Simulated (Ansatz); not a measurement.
Crystal: Ge2Sb2Te5.

```
Te Sb Ge
1.0
     6.83914   -3.06601    0.00000
     6.83914    3.06601    0.00000
    -6.83098    0.00000    6.84761
Te Sb Ge
5 2 2
Direct
  0.59470 0.59470 0.38643
  0.79529 0.79529 0.19611
  0.00832 0.00832 0.00643
  0.20652 0.20652 0.80980
  0.39996 0.39996 0.59712
  0.90171 0.90171 0.58787
  0.11187 0.11187 0.41735
  0.28429 0.28429 0.18783
  0.49734 0.49734 0.01104
```

The cell comes from a database or a generator and needn't be the stable form of this composition.

| Property | Result |
| --- | --- |
| Program | Ansatz 0.2.0 |
| Task | relaxation of cell and atoms |
| Functional | PBEsol |
| Potentials or basis | Ansatz PAW |
| Cutoff | 420 eV (not typed: the program's choice for these potentials) |
| k mesh | 5 × 5 × 4 |
| Occupations | fermi-dirac, width 0.05 eV |
| Spin | no spin polarisation |

At the start: volume 31.91 Å³/atom.

Task: How do energy, volume and symmetry change on relaxing?

Result: It ends after 11 steps and the volume is 29.90 Å³/atom (-6.3 %); space group Cm (No. 8, to 0.05 Å).

Step by step:
```csv
step,energy change (eV),largest force (eV/Å),volume (Å³)
1,0.0000,0.2176,287.17
2,-0.1157,0.2705,260.36
3,-0.1625,0.0442,269.22
4,-0.1637,0.0331,268.42
5,-0.1643,0.0311,268.11
6,-0.1650,0.0377,268.41
7,-0.1666,0.0332,268.61
8,-0.1674,0.0257,268.80
9,-0.1677,0.0116,269.26
10,-0.1678,0.0100,269.10
11,-0.1645,0.0100,269.10
```

Final structure:
```
CELL_PARAMETERS angstrom
6.70735 -3.00549 -0.03173
6.70735 3.00549 -0.03173
-6.73112 0.00000 6.70626
ATOMIC_POSITIONS crystal
Te 0.59711 0.59711 0.39184
Te 0.79474 0.79474 0.18497
Te 0.00051 0.00051 0.99839
Te 0.21253 0.21253 0.81485
Te 0.40988 0.40988 0.60066
Sb 0.89457 0.89457 0.57780
Sb 0.11394 0.11394 0.42621
Ge 0.27831 0.27831 0.19202
Ge 0.49842 0.49842 0.01328
```

Caveat: the plane-wave basis is chosen anew once the cell has moved, so the energies of steps on either side of that aren't comparable; the PAW data sets come from PBE, with cores solved anew for the run's functional, which leaves a small shift of forces and pressure.
